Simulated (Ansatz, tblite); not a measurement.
# Ge(NH2)H3 (GeNH₅): charged states by level of theory

An exercise on one series of results from a longer session: the logs are not shown, and one member is left open.

Program: Ansatz 0.2.0, Gaussian basis. Level of theory: as each input shows. These are calculated values, not measurements.

Levels to be run: charge +1 doublet, at the geometry of the singlet (PBE0-D4/def2-TZVP, PBE-D4/def2-TZVP, r2SCAN-D4/def2-TZVP, HSE06-D4/def2-TZVP, B97M-V/def2-TZVP, ωB97X-V/def2-TZVP, r2SCANh-D4/def2-TZVP, BHLYP-D4/def2-TZVP, CCSD(T)/def2-TZVPP); the starting singlet's energies come from earlier runs.

## The geometry

The singlet was relaxed beforehand with r2SCAN-D4/def2-TZVP.

7 atoms, charge 0, spin multiplicity 1.

Atoms are counted from 1 here; the program's logs count them from 0.

Bond lengths: Ge1–N2 1.847 Å, Ge1–H5 1.532 Å, Ge1–H6 1.532 Å, Ge1–H7 1.546 Å, N2–H3 1.014 Å, N2–H4 1.014 Å. Angles: N2–Ge1–H5 106.6°, N2–Ge1–H6 106.6°, N2–Ge1–H7 114.6°, H5–Ge1–H6 111.1°, H5–Ge1–H7 109.0°, H6–Ge1–H7 108.9°, Ge1–N2–H3 112.7°, Ge1–N2–H4 112.8°, H3–N2–H4 107.4°.

The first run:

in.yaml

```yaml
crystal:
  periodic: [false, false, false]
  atoms:
    - {symbol: Ge, position_ang: [0.010748, 0.020134, -0.696073]}
    - {symbol: N, position_ang: [0.129008, 0.240302, 1.134368]}
    - {symbol: H, position_ang: [0.661036, -0.496367, 1.583633]}
    - {symbol: H, position_ang: [-0.778468, 0.276939, 1.584458]}
    - {symbol: H, position_ang: [1.447487, 0.012517, -1.229141]}
    - {symbol: H, position_ang: [-0.770624, 1.224023, -1.233233]}
    - {symbol: H, position_ang: [-0.699177, -1.277546, -1.144013]}
basis:
  gaussian: {orbitals: def2-TZVP}
total_charge: 1
magnetization: {spin_polarized: true, initial_magnetization: 1}
hamiltonian: {xc: pbe0, dispersion: d4}
output: {orbitals: {seedname: orbitals}}
```

Started as:

```sh
$ ansatz run in.yaml --threads 2 --pin off --events-out ev --progress --plain --max-ram 4352MiB
```

Among the steps run: Charge +1 doublet at the fixed geometry, PBE0-D4/def2-TZVP; Charge +1 doublet at the fixed geometry, PBE-D4/def2-TZVP; Charge +1 doublet at the fixed geometry, r2SCAN-D4/def2-TZVP; Charge +1 doublet at the fixed geometry, HSE06-D4/def2-TZVP; Charge +1 doublet at the fixed geometry, B97M-V/def2-TZVP; Charge +1 doublet at the fixed geometry, ωB97X-V/def2-TZVP; Charge +1 doublet at the fixed geometry, r2SCANh-D4/def2-TZVP; Charge +1 doublet at the fixed geometry, BHLYP-D4/def2-TZVP; Charge +1 doublet at the fixed geometry, CCSD(T)/def2-TZVPP.

One of the session's tables, all rows but one given; the rest of the session is left out.

Beside −ε(HOMO) of the starting state:

```
               level  −ε(HOMO) (eV)  by difference (eV)  mismatch (eV)
    PBE-D4/def2-TZVP           5.91                9.60          -3.69
 r2SCAN-D4/def2-TZVP           6.23                9.61          -3.38
    B97M-V/def2-TZVP           6.38                9.77          -3.40
r2SCANh-D4/def2-TZVP           6.76                9.64          -2.87
   PBE0-D4/def2-TZVP           7.35                9.72          -2.37
  HSE06-D4/def2-TZVP           6.95                9.71          -2.76
  BHLYP-D4/def2-TZVP              ?                   ?              ?
   ωB97X-V/def2-TZVP           9.81                9.89          -0.07
```

**Question.** Estimate the row for BHLYP-D4/def2-TZVP.

As computed: −ε(HOMO) (eV): 8.71; by difference (eV): 9.67; mismatch (eV): -0.96. In the column «−ε(HOMO) (eV)» it lies between PBE0-D4/def2-TZVP (7.35) and ωB97X-V/def2-TZVP (9.81).
